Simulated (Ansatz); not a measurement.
**Ga2PN: the cell at several levels of theory, part 1 of 2**

Cell and atoms of an ordered 4-atom cell of Ga2PN on the rocksalt lattice (R-3m) are relaxed in turn with PBE and r2SCAN. This is a trial cell built on a prototype, not taken from a measured structure, and it needn't be the compound's ground state.

The runs shown are made with Ansatz 0.2.0. PAW datasets, plane waves, zero pressure. Spin-unpolarised throughout. Whether this structure exists isn't addressed.

## Step 1: Starting point

This is the cell as the run starts from it, not yet at rest; its lengths are not the crystal's.

It is trigonal, R-3m (No. 166); a = 3.083 Å, c = 15.105 Å in the conventional setting, 10.36 Å³ an atom. Around N lie 6 Ga at 2.18 Å; around P lie 6 Ga at 2.18 Å; around Ga lie 3 N at 2.18 Å and 3 P at 2.18 Å.

As a file:

```
N P Ga
1.0
     1.54162    0.89005    5.03491
    -1.54162    0.89005    5.03491
     0.00000   -1.78011    5.03491
N P Ga
1 1 2
Direct
  0.00000 0.00000 0.00000
  0.50000 0.50000 0.50000
  0.25000 0.25000 0.25000
  0.75000 0.75000 0.75000
```

## Step 2: PBE: cell and atoms

The input, input.yaml:

```yaml
crystal:
  lattice:
    - [1.5416190015, 0.8900541455, 5.0349065754]
    - [-1.5416190015, 0.8900541455, 5.0349065754]
    - [0.0, -1.7801082911, 5.0349065754]
  atoms:
    - { symbol: "N", position: [1.0, 0.0, 0.0] }
    - { symbol: P, position: [0.5, 0.5, 0.5] }
    - { symbol: Ga, position: [0.25, 0.25, 0.25] }
    - { symbol: Ga, position: [0.75, 0.75, 0.75] }
kpoints:
  mp_grid: { grid: [8, 8, 8] }
hamiltonian:
  xc: pbe
scf:
  occupations: { method: fermi_dirac, width: 0.02 }
relax:
  f_tol: 0.005
  cell: {}
output:
  write_density: true
  write_potential: true
  elf: true
  volumetric_format: npy
```

The run is started by

```bash
ansatz run input.yaml --threads 2 --pin off --max-ram 2211MiB --backend cpu --events-out ev --progress --plain --runs-dir out
```

What it wrote:

```text
Warning: RAYON_NUM_THREADS=2 ignored (pool sized by the plan → 2); use --threads N
basis.fft_grid_basis auto: the FFT boxes are laid along the combinations [[1, -1, 0], [0, 1, 0], [0, -1, 1]] of the cell's own vectors, 3.083, 5.340 and 3.083 Å long. The dense box has 24×36×24 points. Along the cell's own vectors, as sized, it would have 36×36×36, 2.25 times as many. Of the 12 symmetry operations that the crystal satisfies within crystal.symmetry.tolerance (time reversal apart; of a slab, those that keep its plane) the dense box along the cell's own vectors carries 12, and the one as laid loses 8 of those. basis.fft_grid_basis: typed keeps the cell's own vectors: state it where this run's energies or levels are differenced outside the engine with another run's, or held beside a run that keeps those vectors. Those combinations have planes normal to reciprocal vector 3, as the cell's own vectors have. Each planar average written beside output.write_density, output.write_potential has a row for each plane of the box: 24. The volumetric files lie along those combinations, not along the cell's own vectors: a cube or XSF file states them, and fields.json those of NumPy files.
Engine: ansatz 0.2.0, x86_64-unknown-linux-gnu
Pseudopotentials: kind: paw
Pseudopotential: N, paw, valence charge 5, recommended cutoff 420 eV (normal), N.paw.azcp
Pseudopotential: P, paw, valence charge 5, recommended cutoff 420 eV (normal), P.paw.azcp
Pseudopotential: Ga, paw, valence charge 13, recommended cutoff 420 eV (normal), Ga.paw.azcp
Functional definition: PBE
  parameter kappa = 0.804
  parameter beta = 0.06672455060314922
  exchange = pbe_x(kappa = kappa, mu = beta*pi^2/3)
  correlation = pbe_c(beta = beta)
Crystal: 4 atoms, lattice volume = 41.451 Å³
Basis set: ecut = 420 eV, 821 PW (Γ), FFT grids on a1−a2, a2, −a2+a3, exchange–correlation on 48×72×48 points (8 copies of the dense FFT grid, shifted against one another)
Bands: 22, of which v1, the nominal top of the filled ones, is band 18 counted from 1 (17 counted from 0)
Symmetry: 12 space group operations
Space group: R-3m (ITA 166), of the structure as read, at distance tolerance 3.5e-5 Å
k-points: 65 of 512
Non-local potential: N, projectors of the file, l = 0: 2, l = 1: 2, l = 2: 1
Non-local potential: P, projectors of the file, l = 0: 2, l = 1: 2, l = 2: 2
Non-local potential: Ga, projectors of the file, l = 0: 2, l = 1: 2, l = 2: 3, l = 3: 1
PAW form: soft (Blöchl's): semilocal exchange-correlation on the pseudo side does not see the compensation charge
PAW one-centre angular grid: N, 110 points (default); XC on 64 Gauss nodes
PAW one-centre angular grid: P, 110 points (default); XC on 64 Gauss nodes
PAW one-centre angular grid: Ga, 590 points (default); XC on 64 Gauss nodes
Initial density: superposition of atomic densities (neutral atoms: chi_scale 0, normalization atom), corrected by the library's trained network
Initial wavefunctions: pseudopotential atomic-orbital guess
Functional: x = pbe(κ = 0.804, μ = 0.2195149727645171), c = pbe(β = 0.06672455060314922)
SCF iter   1: F=—  HF=-8702.024942 eV  |F-HF|=—  |Δ(HF+E_count)|=         —  Δρ=8.88e-3  dr2=8.18e-2  ethr=1.77e-3  ⟨swp⟩=6.4  Hψ=6999  notcnv=0
preconditioner: auto → none  [insulator: Δε(μ)=0.059 eV  Ē_g=15.862 eV  σ=0.020 eV  W_gap=0.62  n_scr=16 (ndim 8)  ℏωp=34.6 eV  f_vac=0.000  D(μ)=0.44/eV (n_scr^D=2)  ε∞_Penn≈5.8]
SCF iter   2: F=—  HF=-8702.006342 eV  |F-HF|=—  |Δ(HF+E_count)|=   1.86e-2  Δρ=2.39e-3  dr2=1.47e-3  ethr=2.27e-4  ⟨swp⟩=2.6  Hψ=2277  notcnv=0  defer=6
SCF iter   3: F=—  HF=-8702.006195 eV  |F-HF|=—  |Δ(HF+E_count)|=   1.47e-4  Δρ=9.17e-4  dr2=1.37e-4  ethr=4.08e-6  ⟨swp⟩=2.0  Hψ=1867  notcnv=0  defer=6
SCF iter   4: F=—  HF=-8702.006221 eV  |F-HF|=—  |Δ(HF+E_count)|=   2.59e-5  Δρ=1.23e-4  dr2=3.23e-6  ethr=3.80e-7  ⟨swp⟩=2.5  Hψ=2445  notcnv=0  defer=6
SCF iter   5: F=—  HF=-8702.006230 eV  |F-HF|=—  |Δ(HF+E_count)|=   8.35e-6  Δρ=4.43e-5  dr2=3.60e-7  ethr=8.96e-9  ⟨swp⟩=2.0  Hψ=2578  notcnv=0  defer=6
SCF iter   6: F=-8702.006229 eV  HF=-8702.006229 eV  |F-HF|=2.61e-9  |Δ(HF+E_count)|=   2.50e-7  Δρ=9.78e-6  dr2=1.65e-8  ethr=2.78e-10  ⟨swp⟩=8.2  Hψ=9690  notcnv=0
SCF 1 converged in 6 iterations: F = -8702.006229 eV  dr2 = 1.65e-8
relax step   1: F+E_penalty+E_count = -8702.00622939 eV  Δ(F+E_penalty+E_count) = +0.000e0 eV  max|allowed force component| = 5.873e0 eV/Å  Δτ_max = 0.0000 Å  P = +64.001 GPa  Ω = 41.451 Å³  (6 SCF iters, dr2 threshold 1.00e-7 eV, accepted)
Crystal: 4 atoms, lattice volume = 47.194 Å³
Basis set: ecut = 420 eV, 923 PW (Γ), FFT grids on a1−a2, a2, −a2+a3, exchange–correlation on 48×72×48 points (8 copies of the dense FFT grid, shifted against one another)
Initial density: handed on by an earlier stage of this run
Initial wavefunctions: those handed on with the density
iter 1 solved again at ethr=7.88e-4 eV; its pass at ethr=3.10e-3 eV (dr2=2.84e-1 eV) is discarded
SCF iter   1: F=—  HF=-8704.397097 eV  |F-HF|=—  |Δ(HF+E_count)|=         —  Δρ=2.46e-2  dr2=2.86e-1  ethr=7.88e-4  ⟨swp⟩=1.0  Hψ=9523  notcnv=0
preconditioner: auto → Kerker (q_TF=auto, 2.608 Å⁻¹)  [metal: Δε(μ)=0.022 eV  Ē_g=15.444 eV  σ=0.020 eV  W_gap=0.26  n_scr=16 (ndim 8)  ℏωp=32.4 eV  f_vac=0.000  D(μ)=0.77/eV (n_scr^D=2)]
SCF iter   2: F=—  HF=-8704.339980 eV  |F-HF|=—  |Δ(HF+E_count)|=   5.71e-2  Δρ=1.33e-2  dr2=1.05e-1  ethr=7.88e-4  ⟨swp⟩=2.4  Hψ=1832  notcnv=0
SCF iter   3: F=—  HF=-8704.318583 eV  |F-HF|=—  |Δ(HF+E_count)|=   2.14e-2  Δρ=3.24e-3  dr2=5.32e-3  ethr=2.91e-4  ⟨swp⟩=3.0  Hψ=3037  notcnv=0
SCF iter   4: F=—  HF=-8704.315564 eV  |F-HF|=—  |Δ(HF+E_count)|=   3.02e-3  Δρ=1.70e-3  dr2=1.55e-3  ethr=1.48e-5  ⟨swp⟩=2.6  Hψ=3178  notcnv=0  defer=6
SCF iter   5: F=—  HF=-8704.315405 eV  |F-HF|=—  |Δ(HF+E_count)|=   1.59e-4  Δρ=4.33e-4  dr2=3.67e-4  ethr=4.30e-6  ⟨swp⟩=2.4  Hψ=2637  notcnv=0  defer=6
SCF iter   6: F=—  HF=-8704.315307 eV  |F-HF|=—  |Δ(HF+E_count)|=   9.82e-5  Δρ=2.23e-4  dr2=4.02e-5  ethr=1.02e-6  ⟨swp⟩=2.4  Hψ=2443  notcnv=0  defer=6
SCF iter   7: F=—  HF=-8704.315303 eV  |F-HF|=—  |Δ(HF+E_count)|=   3.50e-6  Δρ=1.44e-4  dr2=1.56e-5  ethr=1.12e-7  ⟨swp⟩=2.0  Hψ=2577  notcnv=0  defer=6
SCF iter   8: F=-8704.315300 eV  HF=-8704.315300 eV  |F-HF|=3.26e-8  |Δ(HF+E_count)|=   2.79e-6  Δρ=2.71e-5  dr2=3.45e-7  ethr=1.11e-9  ⟨swp⟩=8.5  Hψ=11494  notcnv=0
SCF 2 converged in 8 iterations: F = -8704.315300 eV  dr2 = 3.45e-7
relax step   2: F+E_penalty+E_count = -8704.31530042 eV  Δ(F+E_penalty+E_count) = -2.309e0 eV  max|allowed force component| = 1.737e0 eV/Å  Δτ_max = 0.1166 Å  P = +21.004 GPa  Ω = 47.194 Å³  energy of the carried Pulay correction = -1.132e-2 eV  (8 SCF iters, dr2 threshold 4.00e-7 eV, accepted)
Crystal: 4 atoms, lattice volume = 50.107 Å³
Basis set: ecut = 420 eV, 1003 PW (Γ), FFT grids on a1−a2, a2, −a2+a3, exchange–correlation on 48×72×48 points (8 copies of the dense FFT grid, shifted against one another)
iter 1 solved again at ethr=1.60e-4 eV; its pass at ethr=3.10e-3 eV (dr2=5.76e-2 eV) is discarded
SCF iter   1: F=—  HF=-8704.746856 eV  |F-HF|=—  |Δ(HF+E_count)|=         —  Δρ=1.03e-2  dr2=5.82e-2  ethr=1.60e-4  ⟨swp⟩=1.5  Hψ=9812  notcnv=0
preconditioner: auto → Kerker (q_TF=auto, 2.582 Å⁻¹)  [metal: Δε(μ)=0.030 eV  Ē_g=14.989 eV  σ=0.020 eV  W_gap=0.35  n_scr=16 (ndim 8)  ℏωp=31.5 eV  f_vac=0.000  D(μ)=0.78/eV (n_scr^D=2)]
SCF iter   2: F=—  HF=-8704.735993 eV  |F-HF|=—  |Δ(HF+E_count)|=   1.09e-2  Δρ=5.75e-3  dr2=2.34e-2  ethr=1.60e-4  ⟨swp⟩=2.2  Hψ=1713  notcnv=0
SCF iter   3: F=—  HF=-8704.732377 eV  |F-HF|=—  |Δ(HF+E_count)|=   3.62e-3  Δρ=1.42e-3  dr2=5.34e-4  ethr=6.50e-5  ⟨swp⟩=3.6  Hψ=2967  notcnv=0
SCF iter   4: F=—  HF=-8704.732167 eV  |F-HF|=—  |Δ(HF+E_count)|=   2.10e-4  Δρ=5.57e-4  dr2=1.75e-4  ethr=1.48e-6  ⟨swp⟩=2.0  Hψ=2657  notcnv=0
SCF iter   5: F=—  HF=-8704.732070 eV  |F-HF|=—  |Δ(HF+E_count)|=   9.74e-5  Δρ=2.23e-4  dr2=9.37e-5  ethr=4.87e-7  ⟨swp⟩=2.0  Hψ=2485  notcnv=0
SCF iter   6: F=—  HF=-8704.732057 eV  |F-HF|=—  |Δ(HF+E_count)|=   1.25e-5  Δρ=1.12e-4  dr2=1.74e-5  ethr=2.60e-7  ⟨swp⟩=1.9  Hψ=1575  notcnv=0
SCF iter   7: F=—  HF=-8704.732054 eV  |F-HF|=—  |Δ(HF+E_count)|=   3.11e-6  Δρ=4.61e-5  dr2=1.74e-6  ethr=4.84e-8  ⟨swp⟩=2.5  Hψ=2581  notcnv=0
SCF iter   8: F=-8704.732054 eV  HF=-8704.732054 eV  |F-HF|=1.79e-7  |Δ(HF+E_count)|=   1.11e-7  Δρ=1.48e-5  dr2=2.41e-7  ethr=1.11e-9  ⟨swp⟩=10.0  Hψ=10955  notcnv=0
SCF 3 converged in 8 iterations: F = -8704.732054 eV  dr2 = 2.41e-7
relax step   3: F+E_penalty+E_count = -8704.73205388 eV  Δ(F+E_penalty+E_count) = -4.168e-1 eV  max|allowed force component| = 6.424e-1 eV/Å  Δτ_max = 0.0467 Å  P = +8.287 GPa  Ω = 50.107 Å³  energy of the carried Pulay correction = -1.653e-2 eV  (8 SCF iters, dr2 threshold 4.00e-7 eV, accepted)
[... from here on, the SCF cycles and remarks between the steps are left out ...]
relax step   4: F+E_penalty+E_count = -8704.80517204 eV  Δ(F+E_penalty+E_count) = -7.312e-2 eV  max|allowed force component| = 2.020e-2 eV/Å  Δτ_max = 0.0392 Å  P = -2.666 GPa  Ω = 53.777 Å³  energy of the carried Pulay correction = -2.264e-2 eV  (8 SCF iters, dr2 threshold 4.00e-7 eV, accepted)
relax step   5: F+E_penalty+E_count = -8704.82043752 eV  Δ(F+E_penalty+E_count) = -1.527e-2 eV  max|allowed force component| = 7.480e-2 eV/Å  Δτ_max = 0.0028 Å  P = -0.310 GPa  Ω = 52.927 Å³  energy of the carried Pulay correction = -2.127e-2 eV  (7 SCF iters, dr2 threshold 4.00e-7 eV, accepted)
relax step   6: F+E_penalty+E_count = -8704.82112926 eV  Δ(F+E_penalty+E_count) = -6.917e-4 eV  max|allowed force component| = 3.542e-3 eV/Å  Δτ_max = 0.0039 Å  P = +0.089 GPa  Ω = 52.768 Å³  energy of the carried Pulay correction = -2.101e-2 eV  (4 SCF iters, dr2 threshold 3.50e-7 eV, accepted)
relax step   7: F+E_penalty+E_count = -8704.82104797 eV  Δ(F+E_penalty+E_count) = +8.129e-5 eV  max|allowed force component| = 5.489e-3 eV/Å  Δτ_max = 0.0001 Å  P = -0.040 GPa  Ω = 52.819 Å³  energy of the carried Pulay correction = -2.109e-2 eV  (6 SCF iters, accepted)
relax step   8: F+E_penalty+E_count = -8704.82108021 eV  Δ(F+E_penalty+E_count) = -3.225e-5 eV  max|allowed force component| = 1.877e-4 eV/Å  Δτ_max = 0.0003 Å  P = -0.007 GPa  Ω = 52.804 Å³  energy of the carried Pulay correction = -2.107e-2 eV  (6 SCF iters, dr2 threshold 1.20e-8 eV, accepted)
relax step   9: F+E_penalty+E_count = -8704.88728270 eV  Δ(F+E_penalty+E_count) = -6.620e-2 eV  max|allowed force component| = 1.149e-2 eV/Å  Δτ_max = 0.0000 Å  P = +1.475 GPa  Ω = 52.804 Å³  stress off target by 2.26e0 GPa  SCF on the basis re-selected at this cell (its energy is not comparable with the rows above)  (9 SCF iters)
relax step  10: F+E_penalty+E_count = -8704.89010592 eV  Δ(F+E_penalty+E_count) = -2.823e-3 eV  max|allowed force component| = 1.720e-3 eV/Å  Δτ_max = 0.0020 Å  P = +0.211 GPa  Ω = 53.330 Å³  energy of the carried Pulay correction = -7.861e-4 eV  (6 SCF iters, dr2 threshold 4.00e-7 eV, accepted)
relax step  11: F+E_penalty+E_count = -8704.89012399 eV  Δ(F+E_penalty+E_count) = -1.807e-5 eV  max|allowed force component| = 1.177e-3 eV/Å  Δτ_max = 0.0008 Å  P = -0.006 GPa  Ω = 53.423 Å³  energy of the carried Pulay correction = -9.364e-4 eV  (5 SCF iters, dr2 threshold 4.00e-7 eV, accepted)
relax step  12: F+E_penalty+E_count = -8704.89016302 eV  Δ(F+E_penalty+E_count) = -3.903e-5 eV  max|allowed force component| = 4.756e-3 eV/Å  Δτ_max = 0.0009 Å  P = +0.021 GPa  Ω = 53.410 Å³  energy of the carried Pulay correction = -9.243e-4 eV  (6 SCF iters, accepted)
Basis set: ecut = 420 eV, 1063 PW (Γ), FFT grids on a1−a2, a2, −a2+a3, exchange–correlation on 48×90×48 points (8 copies of the dense FFT grid, shifted against one another)
iter 1 solved again at ethr=6.17e-8 eV; its pass at ethr=3.10e-3 eV (dr2=2.22e-5 eV) is discarded
SCF iter   1: F=—  HF=-8704.890779 eV  |F-HF|=—  |Δ(HF+E_count)|=         —  Δρ=3.42e-4  dr2=1.52e-6  ethr=6.17e-8  ⟨swp⟩=3.3  Hψ=10804  notcnv=0
preconditioner: auto → none  [insulator: Δε(μ)=0.067 eV  Ē_g=14.592 eV  σ=0.020 eV  W_gap=0.52  n_scr=16 (ndim 8)  ℏωp=30.5 eV  f_vac=0.000  D(μ)=1.35/eV (n_scr^D=2)  ε∞_Penn≈5.4]
SCF iter   2: F=—  HF=-8704.891005 eV  |F-HF|=—  |Δ(HF+E_count)|=   2.26e-4  Δρ=1.71e-4  dr2=3.89e-7  ethr=4.22e-9  ⟨swp⟩=2.1  Hψ=2507  notcnv=0
SCF iter   3: F=—  HF=-8704.891081 eV  |F-HF|=—  |Δ(HF+E_count)|=   7.57e-5  Δρ=1.77e-5  dr2=2.51e-8  ethr=1.08e-9  ⟨swp⟩=2.6  Hψ=2693  notcnv=0
SCF iter   4: F=—  HF=-8704.891082 eV  |F-HF|=—  |Δ(HF+E_count)|=   6.52e-7  Δρ=2.10e-6  dr2=2.41e-10  ethr=6.96e-11  ⟨swp⟩=2.0  Hψ=2585  notcnv=0
iter 5 did not close the SCF: its close was put off for the readings that it lacked (scf_convergence_deferred on its scf_iter line)
SCF iter   5: F=-8704.891082 eV  HF=-8704.891082 eV  |F-HF|=2.33e-10  |Δ(HF+E_count)|=   8.90e-9  Δρ=3.89e-7  dr2=1.72e-11  ethr=1.00e-12  ⟨swp⟩=2.0  Hψ=2462  notcnv=0
SCF iter   6: F=-8704.891082 eV  HF=-8704.891082 eV  |F-HF|=0.00e0  |Δ(HF+E_count)|=  2.33e-10  Δρ=7.38e-8  dr2=9.33e-13  ethr=1.00e-12  ⟨swp⟩=4.3  Hψ=6166  notcnv=0
SCF 13 converged in 6 iterations: F = -8704.891082 eV  dr2 = 9.33e-13
relax step  13: F+E_penalty+E_count = -8704.89108160 eV  Δ(F+E_penalty+E_count) = -9.186e-4 eV  max|allowed force component| = 4.580e-3 eV/Å  Δτ_max = 0.0000 Å  P = +0.016 GPa  Ω = 53.410 Å³  stress off target by 1.74e-2 GPa  SCF on the basis re-selected at this cell (its energy is not comparable with the rows above)  (6 SCF iters)
basis re-selected at this cell: Δ(F+E_penalty+E_count) = -9.186e-4 eV, ΔP = -0.005 GPa vs the last step (what re-selecting the basis moved, of the pressure what is left beyond the Pulay correction that the steps carried, after the strain that the cell walked since its last selection, with what the two solves' SCF thresholds leave and, on support functions, any second-order correction that the steps lacked; it is no measure of the basis error at this ecutwfc). The dense FFT grid was sized anew with the basis: this SCF ran on 24×45×24 points, the steps before it on 24×40×24, so part of this shift can come from that change (see relax.cell in the input reference). This SCF's stress stands 1.74e-2 GPa from its target on what of the cell is left free (relax.cell.stress_tol is 5.00e-2 GPa) and its largest allowed force component is 4.58e-3 eV/Å (relax.f_tol is 5.00e-3 eV/Å): within both
SCF converged after 6 iterations
Free energy (F): -8704.891082 eV
Harris-Foulkes:  -8704.891082 eV  (|F-HF|=0.00e0)
Internal energy: -8704.889401 eV  (E = F + TS)
E sigma→0 (E₀):  -8704.890242 eV
Entropy (-TS):   -0.001680 eV (-0.420 meV/atom)
Fermi energy:    11.300538 eV
--- Per-component energies (eV) ---
  E_band       = 3.264172
  E_kinetic    = 429.192063
  E_local      = -3879.770744  (includes V_loc(G=0)·N_el)
  E_nonlocal   = 934.467613
  E_hartree    = 1814.874661
  E_xc         = -258.498489
  E_vxc        = -251.833217  (∫ρ·V_xc dr)
  E_paw        = -4679.529645  (= ΣΔE_a)
  E_vpaw       = -858.540764  (= ΣTr[D̂ρ^β])
  E_aug_tail   = -0.000116  (compensation charges beyond the density's cutoff)
  E_ewald      = -3065.624745
  E_smearing   = -0.001680  (= −TS)
  E_closure    = -0.000000  (closes the sum)
  Σ components = -8704.891082   (vs F -8704.891082, Δ=0.00e0)
--- Forces (eV/Å), atoms counted from 1 ---
  atom   1  N     -0.00000000    -0.00000000     0.00000000
  atom   2  P     -0.00000000     0.00000000     0.00000000
  atom   3  Ga     0.00000000     0.00000000    -0.00458009
  atom   4  Ga     0.00000000    -0.00000000     0.00458009
  max |Σ_I F_I| component: 2.89e-18 eV/Å
--- Stress (GPa, compression-positive) ---
        0.017363       0.000000      -0.000000
        0.000000       0.017363       0.000000
       -0.000000       0.000000       0.014455
  P = ⅓ Tr σ = 0.0164 GPa (0.164 kbar)
--- Band table (eV; the first three rows and the last of 65) ---
  k-point 0: bands = ["-4.9261", "-3.9295", "-3.9295", "-3.9023", "-3.8583", "-3.8583", "-3.8548", "-3.8255", "-3.8255", "-3.7417", "-3.7417", "-1.2672", "2.3601", "9.2751", "9.2751", "9.7329", "10.2559", "12.6555", "12.6555", "16.3960", "16.3960", "16.4576"]
  k-point 1: bands = ["-4.8065", "-3.9146", "-3.9109", "-3.8876", "-3.8582", "-3.8510", "-3.8428", "-3.8365", "-3.8205", "-3.7531", "-3.7414", "-1.0012", "2.6466", "7.7785", "9.0626", "9.6925", "10.7287", "11.8064", "12.1520", "14.9508", "17.0219", "17.4729"]
  k-point 2: bands = ["-4.6589", "-3.9147", "-3.8942", "-3.8899", "-3.8523", "-3.8364", "-3.8270", "-3.7933", "-3.7901", "-3.7396", "-3.4902", "-0.3273", "3.4763", "5.9700", "8.0326", "8.5986", "9.5665", "11.3053", "12.7318", "13.7033", "16.1705", "17.1949"]
  k-point 64: bands = ["-4.7366", "-3.9189", "-3.9189", "-3.9051", "-3.8523", "-3.8523", "-3.8297", "-3.8297", "-3.8119", "-3.7545", "-3.7545", "-2.1323", "4.6749", "6.2433", "9.2611", "9.2611", "12.5635", "12.5635", "12.6118", "15.2862", "17.3072", "17.7497"]
--- Relaxed structure (11 steps of the walk, 11 accepted, 2 SCFs on fresh bases) ---
  F+E_penalty+E_count = -8704.89108160 eV   max|allowed force component| = 4.580e-3 eV/Å   (the final SCF, on the basis selected at the relaxed cell)
  cell:  # Å, volume = 53.4097 Å³
    - [1.6398529136036566, 0.9467695210814847, 5.733500509050073]
    - [-1.6398529136036566, 0.9467695210814847, 5.733500509050073]
    - [-2.9652788464330017e-33, -1.8935390422199063, 5.733500509040671]
  atoms:
    - { symbol: N, position: [1.0000000000000002, 1.1102230246251565e-16, -5.551115123125783e-17] }
    - { symbol: P, position: [0.5, 0.5, 0.49999999999999994] }
    - { symbol: Ga, position: [0.26321782181669556, 0.26321782181669556, 0.2632178218166955] }
    - { symbol: Ga, position: [0.7367821781833045, 0.7367821781833045, 0.7367821781833044] }
```

It took 12 s on 2 threads of an x86-64 CPU, shared host; peak memory 0.46 GiB.

The path of the relaxation:

| step | energy change (meV/atom) | largest force (eV/Å) | pressure (GPa) | volume (Å³/atom) |
| --- | --- | --- | --- | --- |
| 1 | 0.0 | 5.8731 | 64.00 | 10.363 |
| 2 | -577.3 | 1.7374 | 21.00 | 11.798 |
| 3 | -681.5 | 0.6424 | 8.29 | 12.527 |
| 4 | -699.7 | 0.0202 | -2.67 | 13.444 |
| 5 | -703.6 | 0.0748 | -0.31 | 13.232 |
| 6 | -703.7 | 0.0035 | 0.09 | 13.192 |
| 7 | -703.7 | 0.0055 | -0.04 | 13.205 |
| 8 | -703.7 | 0.0002 | -0.01 | 13.201 |
| 9 | -720.3 | 0.0115 | 1.47 | 13.201 |
| 10 | -721.0 | 0.0017 | 0.21 | 13.332 |
| 11 | -721.0 | 0.0012 | -0.01 | 13.356 |
| 12 | -721.0 | 0.0048 | 0.02 | 13.352 |
| 13 | -721.2 | 0.0046 | 0.02 | 13.352 |

Steps 9, 13 solve the same cell on a plane-wave basis chosen anew, so the energy can jump there without a move.

The table lists every geometry solved, with passes on a fresh basis, whose energies don't compare exactly with the rows above.

|  | before | after | change |
| --- | --- | --- | --- |
| a (Å) | 3.083 | 3.280 | +6.37 % |
| c (Å) | 15.105 | 17.201 | +13.88 % |
| volume (Å³/atom) | 10.363 | 13.352 | +28.85 % |
| shortest distance (Å) | 2.180 | 2.245 | +2.97 % |
| space group | R-3m | R-3m | same |

Axes a, b and c in the maps are those of this run's conventional cell (a, b, c = 3.280, 3.280, 17.201 Å).

Density in a lattice plane of the grid's cell (edges 3.28 and 17.20 Å, at 0.000 of the third edge), which holds N and P and Ga.

Values in e/Å³, 12 rows by 6 columns:
```
 0.11  0.13  0.24  0.37  0.24  0.13
 0.11  0.17  0.35  0.48  0.35  0.17
29.19  2.75  0.25  0.14  0.25  2.77
 0.16  0.17  0.30  0.45  0.30  0.17
 0.18  0.18  0.24  0.33  0.23  0.18
 0.06  0.59  0.36  0.15  0.36  0.59
 0.18  0.18  0.23  0.33  0.24  0.18
 0.16  0.17  0.30  0.45  0.30  0.17
29.19  2.77  0.25  0.14  0.25  2.75
 0.11  0.17  0.35  0.48  0.35  0.17
 0.11  0.13  0.24  0.37  0.24  0.13
 3.50  1.89  0.31  0.14  0.31  1.89
```
Columns run along the first of these edges and rows up along the second, over one cell in 6 and 12 even steps from the bottom left corner. Atoms in the plane (fractional): N at (0.00, 0.00), P at (0.00, 0.50), Ga at (1.00, 0.26), Ga at (0.00, 0.74).

ELF in the same plane.

Values, 12 rows by 6 columns:
```
0.11 0.13 0.22 0.25 0.22 0.13
0.11 0.27 0.66 0.76 0.66 0.27
0.04 0.14 0.21 0.15 0.22 0.14
0.14 0.18 0.45 0.64 0.45 0.18
0.37 0.32 0.22 0.21 0.22 0.32
0.05 0.46 0.65 0.17 0.65 0.46
0.37 0.32 0.22 0.21 0.22 0.32
0.14 0.18 0.45 0.64 0.45 0.18
0.04 0.14 0.22 0.15 0.21 0.14
0.11 0.27 0.66 0.76 0.66 0.27
0.11 0.13 0.22 0.25 0.22 0.13
0.03 0.75 0.47 0.13 0.47 0.75
```
Columns run along the first of these edges and rows up along the second, over one cell in 6 and 12 even steps from the bottom left corner. Atoms in the plane (fractional): N at (0.00, 0.00), P at (0.00, 0.50), Ga at (1.00, 0.26), Ga at (0.00, 0.74).

Both are smooth fields of the valence electrons: close to the nuclei they are not physical.

Outside the cores ELF peaks at 0.85 in the shell around P, 0.8 Å from P; 0.85 on the P–Ga line, 0.8 Å from P; 0.83 in the shell around N, 0.7 Å from N.

(Continued in part 2 of 2.)
